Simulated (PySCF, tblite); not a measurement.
# C₄H₄BBrF₂: geometry, infrared bands and NMR shifts

Wanted: the infrared bands and NMR shifts of C₄H₄BBrF₂ (`FB(F)/C=C1\C[C@@H]1Br`), by calculation.

Computed with tblite 0.8.0 and PySCF 2.14.0, with density-fitted response routines of our own, on a single molecule in the gas phase. Atoms are numbered from 0 throughout.

### 1 The molecule as given

12 atoms, charge 0, multiplicity 1; geometry from: force field or distance geometry start.

Bonds of the start (Å): F0–B1 1.47, B1–F2 1.48, B1–C3 1.57, C3–C4 1.34, C4–C5 1.48, C5–C6 1.51, C6–Br7 1.90, C6–C4 1.49, C3–H8 1.09, C5–H9 1.10, C5–H10 1.11, C6–H11 1.11.

### 2 Relaxing the molecule with GFN2-xTB

The job: settings as JSON, then the geometry in Å.

```
{"job": {"kind": "relax", "xc": "GFN2-xTB", "basis": "xTB"}, "charge": 0, "multiplicity": 1}
F      1.960600    -1.706200    -0.160100
B      2.272200    -0.277600    -0.262600
F      3.389000     0.141300     0.616400
C      1.069400     0.725900    -0.267100
C     -0.157500     0.231700    -0.023500
C     -1.148500    -0.836800     0.255100
C     -1.593300     0.599200     0.087400
Br    -2.417300     1.086000    -1.558700
H      1.231300     1.791200    -0.444000
H     -1.486700    -1.503600    -0.548500
H     -1.152600    -1.317100     1.255900
H     -1.965500     1.065200     1.023900
```

Run with:

```bash
OMP_NUM_THREADS=1 python probes_run.py task.json out
```

This one command runs all jobs of the session in turn.

**Question.** This job is followed by: GFN2-xTB harmonic vibrations, gas phase; GIAO PBE0/pcSseg-1 NMR shielding, non-relativistic, gas phase. Predict these results of the whole session: strongest single infrared mode (GFN2-xTB); zero-point energy (GFN2-xTB); ¹³C shifts against TMS (PBE0/pcSseg-1); ¹H shifts against TMS (PBE0/pcSseg-1); ¹⁹F shifts against CFCl3 (PBE0/pcSseg-1, means over atoms taken as alike); ¹¹B shifts against BF3·OEt2 (PBE0/pcSseg-1); ⁷⁹Br shifts against HBr (PBE0/pcSseg-1).

**Answer**, as computed:

| quantity | value |
| --- | --- |
| strongest single infrared mode (GFN2-xTB) | 1325 cm⁻¹, 458 km/mol |
| zero-point energy (GFN2-xTB) | 46.2 kcal/mol |
| ¹³C shifts against TMS (PBE0/pcSseg-1) | 169.4, 117.0, 30.1, 20.0 ppm |
| ¹H shifts against TMS (PBE0/pcSseg-1) | 6.60, 3.51, 2.03, 1.66 ppm |
| ¹⁹F shifts against CFCl3 (PBE0/pcSseg-1, means over atoms taken as alike) | -83.8 ppm |
| ¹¹B shifts against BF3·OEt2 (PBE0/pcSseg-1) | 22.7 ppm |
| ⁷⁹Br shifts against HBr (PBE0/pcSseg-1) | 537 ppm |

**Reading.** The optimisation took 69 steps and gained 1.294 eV; among the close pairs (by a distance rule), B1–F2 changed most, from 1.482 to 1.317 Å. No mode is imaginary among the 30: a minimum at this level. The strongest single mode, at 1325 cm⁻¹, has its largest shares on B1, H8 and C3 (the list is cut at 3 atoms). Unscaled tight-binding wavenumbers are off by several per cent, some by more. Its intensities can rank the bands wrongly. C6 stands next to heavy halogen, whose spin-orbit shielding this run leaves out, so the computed shift lies too far downfield, most of all for carbon beside Br or I. H8 (hydrogen on an alkene CH) lies farthest downfield among hydrogen, at 6.60 ppm; a vinylic proton, deshielded by the sp2 carbon and the C=C anisotropy. At PBE0/pcSseg-1: Shielding is most anisotropic at Br7 (span 1533 ppm, paramagnetic term -1036 ppm). Spin-orbit coupling is left out, which matters for shieldings and couplings at and beside the heavy atoms.
